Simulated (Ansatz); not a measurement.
# Ge₂H₅Cl: one species, many methods

The task here is to estimate one member of a computed series from the others.

Computed with Ansatz 0.2.0, Gaussian basis. Level: functionals in def2-TZVPP, the program's frozen cores in correlated methods.

Plan: LDA (SPW92), PBE-D4, revPBE-D4, BLYP-D4, r2SCAN-D4, B97M-V, PBE0-D4, B3LYP-D4, r2SCANh-D4, r2SCAN0-D4, HSE06-D4, BHLYP-D4, CAM-B3LYP-D4, LC-ωPBE, ωB97X-V, ωB97M-V, B2PLYP, PBE-QIDH; CCSD(T)/def2-SVP; CCSD(T)/def2-TZVPP; MP2/def2-QZVPP; extrapolation to the limit; RPA on PBE.

## The relaxed structure

An earlier PBE0-D4 in a triple-zeta def2 set relaxation fixed the geometry.

SMILES `[Cl][GeH2][GeH3]`, 8 atoms, charge 0, spin multiplicity 1.

Atoms are counted from 1 here; the program's logs count them from 0.

Bond lengths: Cl1–Ge2 2.167 Å, Ge2–Ge3 2.422 Å, Ge2–H4 1.537 Å, Ge2–H5 1.537 Å, Ge3–H6 1.534 Å, Ge3–H7 1.537 Å, Ge3–H8 1.534 Å. Angles: Cl1–Ge2–Ge3 106.9°, Cl1–Ge2–H4 106.1°, Cl1–Ge2–H5 106.1°, Ge3–Ge2–H4 113.6°, Ge3–Ge2–H5 113.6°, H4–Ge2–H5 109.9°, Ge2–Ge3–H6 109.1°, Ge2–Ge3–H7 109.7°, Ge2–Ge3–H8 109.1°, H6–Ge3–H7 109.5°, H6–Ge3–H8 109.9°, H7–Ge3–H8 109.5°.

Coordinates:

```mol
ClGe2H5
  3D, bonds by distance, orders not assigned

  8  7  0  0  0  0  0  0  0  0999 V2000
   -2.3346    1.2561   -0.1688 Cl  0  0
   -0.4063    0.6078   -0.9147 Ge  0  0
    0.6271   -0.6975    0.8445 Ge  0  0
   -0.6919   -0.1983   -2.1918 H   0  0
    0.3677    1.8883   -1.2660 H   0  0
    0.7944    0.1817    2.0904 H   0  0
    2.0049   -1.1962    0.3797 H   0  0
   -0.2690   -1.8990    1.1710 H   0  0
  1  2  8  0
  2  3  8  0
  2  4  8  0
  2  5  8  0
  3  6  8  0
  3  7  8  0
  3  8  8  0
M  END
```

Set-up of the first run:

Input file in.yaml:

```yaml
crystal:
  periodic: [false, false, false]
  atoms:
    - {symbol: Cl, position_ang: [-2.334580, 1.256070, -0.168812]}
    - {symbol: Ge, position_ang: [-0.406287, 0.607762, -0.914672]}
    - {symbol: Ge, position_ang: [0.627055, -0.697493, 0.844548]}
    - {symbol: H, position_ang: [-0.691863, -0.198302, -2.191816]}
    - {symbol: H, position_ang: [0.367737, 1.888317, -1.266031]}
    - {symbol: H, position_ang: [0.794350, 0.181718, 2.090378]}
    - {symbol: H, position_ang: [2.004916, -1.196214, 0.379688]}
    - {symbol: H, position_ang: [-0.269027, -1.898959, 1.171015]}
basis:
  gaussian: {orbitals: def2-TZVPP}
hamiltonian: {xc: lda}
output: {orbitals: {seedname: orbitals}}
```

Run with:

```console
$ ansatz run in.yaml --threads 4 --pin off --events-out ev --progress --plain --max-ram 10444MiB
```

Among the steps run: LDA; PBE-D4 (GGA); revPBE-D4 (GGA); BLYP-D4 (GGA); r2SCAN-D4 (meta-GGA); B97M-V (meta-GGA); PBE0-D4 (hybrid); B3LYP-D4 (hybrid); r2SCANh-D4 (hybrid); r2SCAN0-D4 (hybrid); HSE06-D4 (hybrid); BHLYP-D4 (hybrid); CAM-B3LYP-D4 (range-separated); LC-ωPBE (range-separated); ωB97X-V (range-separated); ωB97M-V (range-separated); B2PLYP (double hybrid); PBE-QIDH (double hybrid).

One table of the session follows, with a row left open; its other results are not shown here.

It belongs to the step «Orbital energies across the functionals». 

| functional | HOMO (eV) | gap (eV) |
| --- | --- | --- |
| LDA (SPW92) | -7.01 | 5.32 |
| PBE-D4 | -6.91 | 5.47 |
| revPBE-D4 | -6.86 | 5.53 |
| BLYP-D4 | -6.75 | 5.42 |
| r2SCAN-D4 | -7.21 | 6.02 |
| B97M-V | -7.33 | 6.12 |
| PBE0-D4 | -8.09 | 7.52 |
| B3LYP-D4 | -7.86 | 7.07 |
| r2SCANh-D4 | -7.64 | 6.76 |
| r2SCAN0-D4 | ? | ? |
| HSE06-D4 | -7.70 | 6.76 |
| BHLYP-D4 | -9.13 | 9.50 |
| CAM-B3LYP-D4 | -9.34 | 9.82 |
| LC-ωPBE | -10.66 | 12.31 |
| ωB97X-V | -10.33 | 11.85 |
| ωB97M-V | -10.14 | 11.47 |

**Question.** Estimate the row for r2SCAN0-D4.

Worked estimate for «HOMO (eV)». Against the share of exact exchange, r2SCAN-D4 (0, -7.21), r2SCANh-D4 (0.1, -7.64) give a slope of -4.30 per unit share; at 0.25 the line stands at -8.28.

As computed: HOMO (eV): -8.28; gap (eV): 7.85. In «HOMO (eV)» the line misses by 0.00.
